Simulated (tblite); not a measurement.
# C2H11GeNSi3: the cost of one run

The runs use tblite 0.8.0 and PySCF 2.14.0, with density-fitted response routines of our own; the level of theory stands in each step. All values are computed, except where a source is named. Atoms are numbered from 0 throughout.

## Step 1: The molecule as given

18 atoms, charge 0, multiplicity 1; geometry from: force field or distance geometry start.

Bonds of the start (Å): N0–C1 1.17, C1–C2 1.46, C2–Ge3 1.94, Ge3–Si4 2.31, Si4–Si5 2.24, Si5–Si6 2.23, C2–H7 1.11, C2–H8 1.11, Ge3–H9 1.56, Ge3–H10 1.56, Si4–H11 1.47, Si4–H12 1.47, Si5–H13 1.47, Si5–H14 1.47, Si6–H15 1.46, Si6–H16 1.47, Si6–H17 1.47.

## Step 2: Geometry optimisation with GFN2-xTB

Job settings and geometry (Å):

```
{"job": {"kind": "relax", "xc": "GFN2-xTB", "basis": "xTB"}, "charge": 0, "multiplicity": 1}
N      3.680400    -0.010500    -0.820600
C      2.808800     0.467900    -0.212200
C      1.736700     1.054600     0.580400
Ge     0.845600    -0.313100     1.620200
Si     0.013400    -1.949200     0.218900
Si    -1.033700    -0.948400    -1.490700
Si    -2.544700     0.473600    -0.673600
H      0.997300     1.527400    -0.106200
H      2.144400     1.829800     1.256700
H     -0.333900     0.316900     2.414500
H      1.851400    -0.956900     2.618600
H      1.120000    -2.762400    -0.308600
H     -0.936700    -2.799700     0.954600
H     -1.684100    -1.957600    -2.332100
H     -0.048500    -0.189300    -2.281400
H     -3.242100     1.142100    -1.766900
H     -3.514500    -0.270800     0.149300
H     -1.868500     1.465600     0.167500
```

Launch:

```bash
$ OMP_NUM_THREADS=1 python probes_run.py task.json out
```

This one command runs all jobs of the session in turn.

**Question.** How long does this first job take on 1 thread of Arm Neoverse N1, shared host, and how much memory does it need?

About 2.5 s, with a peak of 0.18 GiB.
